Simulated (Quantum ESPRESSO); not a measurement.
Runs of Quantum ESPRESSO 7.5 on Al. The cell holds a slab with vacuum, 6 atoms: a = 2.862 Å, b = 2.862 Å, c = 25.120 Å, α = 90.00°, β = 90.00°, γ = 90.00°. The slab is cut from a database's or a generator's crystal, which needn't be the stable form of the element.

```tsv
level	form of the LDA correlation	gap on the mesh (eV)	largest force (eV/Å)	work function (eV)
WC	-	none	0.23	4.40
LDA	PZ81	none	(a)	4.53
PBEsol	-	none	0.23	4.41
revPBE	-	none	0.22	4.29
RPBE	-	none	0.22	4.29
AM05	-	none	0.23	(b)
```

Alike in all rows: task work function; potentials or basis SG15 PBE 1.2; no spin polarisation; cell as given; k mesh 7 × 7 × 1; cutoff (eV) 1020; smearing fermi-dirac 0.05 eV.

Q: Fill in the values left out.

A: (a) 0.24; (b) 4.33.

Caveats: the potentials were made for another functional, which shifts forces and pressure.

A gap of «none» marks a metal or a gap under the smearing width.

Runs at the PBE level aren't shown here.
